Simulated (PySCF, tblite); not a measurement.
# C₄H₇F₂N: geometry, infrared bands and NMR shifts

What infrared bands and NMR shifts should C₄H₇F₂N (`NC/C=C/C(F)F`) show?

The runs use tblite 0.8.0 and PySCF 2.14.0, with density-fitted response routines of our own; the level of theory stands in each step. All values are computed, except where a source is named. Atoms count from 0, in the outputs and in this text.

## 1. Starting geometry

14 atoms, charge 0, multiplicity 1; geometry from: force field or distance geometry start.

Bonds of the start (Å): N0–C1 1.43, C1–C2 1.50, C2–C3 1.32, C3–C4 1.51, C4–F5 1.37, C4–F6 1.41, N0–H7 1.04, N0–H8 1.04, C1–H9 1.10, C1–H10 1.12, C2–H11 1.09, C3–H12 1.12, C4–H13 1.12.

## 2. Geometry optimisation with GFN2-xTB

What the job is given:

```
{"job": {"kind": "relax", "xc": "GFN2-xTB", "basis": "xTB"}, "charge": 0, "multiplicity": 1}
N     -2.384500     0.628100     0.103100
C     -1.512900    -0.451800    -0.251000
C     -0.081400    -0.016400    -0.388100
C      0.878200    -0.510300     0.364700
C      2.308300    -0.064000     0.220600
F      2.809100     0.462500     1.380300
F      2.387600     0.950000    -0.752900
H     -2.660000     1.241300    -0.687500
H     -2.020000     1.239400     0.863500
H     -1.633400    -1.245300     0.505100
H     -1.849500    -0.797000    -1.260000
H      0.136500     0.736500    -1.144100
H      0.654100    -1.278600     1.150700
H      2.967100    -0.894900    -0.126500
```

Command:

```
> OMP_NUM_THREADS=1 python probes_run.py task.json out
```

The driver reads the jobs from task.json and runs them one after another.

**Question.** This job is followed by: GFN2-xTB harmonic vibrations, gas phase; GIAO PBE0/pcSseg-1 NMR shielding, non-relativistic, gas phase. Predict these results of the whole session: strongest single infrared mode (GFN2-xTB); zero-point energy (GFN2-xTB); ¹³C shifts against TMS (PBE0/pcSseg-1); ¹H shifts against TMS (PBE0/pcSseg-1, means over atoms taken as alike); ¹⁵N shifts against NH3 (PBE0/pcSseg-1); ¹⁹F shifts against CFCl3 (PBE0/pcSseg-1, means over atoms taken as alike); surface potential, 1st and 99th percentile.

**Answer**, as computed:

| quantity | value |
| --- | --- |
| strongest single infrared mode (GFN2-xTB) | 949 cm⁻¹, 168 km/mol |
| zero-point energy (GFN2-xTB) | 67.3 kcal/mol |
| ¹³C shifts against TMS (PBE0/pcSseg-1) | 147.1, 129.3, 119.0, 50.4 ppm |
| ¹H shifts against TMS (PBE0/pcSseg-1, means over atoms taken as alike) | 6.49, 6.32, 5.63, 3.45, 0.63 ppm |
| ¹⁵N shifts against NH3 (PBE0/pcSseg-1) | 42.1 ppm |
| ¹⁹F shifts against CFCl3 (PBE0/pcSseg-1, means over atoms taken as alike) | -142.7 ppm |
| surface potential, 1st and 99th percentile | -1.59 V and 1.39 V |

What this shows: Over 44 steps the energy fell by 0.219 eV; of the close pairs, C4–F6 changed most, 1.408 to 1.354 Å. All 36 modes are real, so the xTB geometry is a minimum. The strongest single mode, at 949 cm⁻¹, is carried by N0, H7, H8, C4. GFN2-xTB is a fitted tight-binding method: band positions and strengths are rough. Its intensities can rank the bands wrongly. H13 (hydrogen on an allylic sp3 CH bonded to 2 F) lies farthest downfield among hydrogen, at 6.49 ppm; its carbon carries F, an electronegative neighbour. At PBE0/pcSseg-1: The widest tensor belongs to C2: span 229 ppm, with a paramagnetic part of -218 ppm. By nearest atom (PBE0/pcSseg-1), the HOMO sits on N0 62 %; C2 8 % and the LUMO on C2, C3 about 30 % each; H11, H12 about 7 % each.
